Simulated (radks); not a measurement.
**Ionisation of Si⁺: one atom, several choices of relativity**

An exercise on one series of results from a longer session: the logs are not shown, and one member is left open.

The numbers are computed with radks (a radial shooting solver on a logarithmic mesh, Libxc functionals) version 1 (Kohn-Sham, PBE, spin-unpolarised, spherical densities), except any that are marked as measured or tabulated.

**The system**

| Item | Value |
| --- | --- |
| element | silicon (Z = 14) |
| charge | +1 |
| electrons | 13 |
| configuration | [Ne] 3s2 3p1 |
| ion | Si²⁺, [Ne] 3s2 |
| choices | non-relativistic; scalar-relativistic; Dirac, 2j+1 shares; Dirac, low j first; scalar-relativistic, finite nucleus; Dirac, 2j+1 shares, finite nucleus; Dirac, c × 3; Dirac, c × 100; Dirac, c × 1.5 |

The first run:

Settings of this run:

```text
Z 14
configuration [Ne] 3s2 3p1
relativity non-relativistic
functional pbe,pbe
spin unpolarised
nucleus point
```

Steps of the session up to this table: non-relativistic: Si⁺.

One of the session's tables, all rows but one given; the rest of the session is left out.

Sizes of the orbitals, from the radial functions (bohr):

| level | <r> | outermost maximum (interpolated) | 90 % within | nodes |
| --- | --- | --- | --- | --- |
| 1s | 0.1116 | 0.0730 | 0.199 | 0 |
| 2s | ? | ? | ? | ? |
| 2p | 0.5377 | 0.388 | 0.903 | 0 |
| 3s | 2.062 | 1.75 | 3.10 | 2 |
| 3p | 2.458 | 2.03 | 3.79 | 1 |

Estimate the missing values for 2s.

As computed: <r>: 0.5696; outermost maximum (interpolated): 0.456; 90 % within: 0.898; nodes: 1. In the column «<r>» it lies between 2p (0.5377) and 3s (2.062).

Caveats from the session: Runs with a scaled speed of light are not ranked. Spin polarisation and multiplet splitting of open shells are left out at every level.
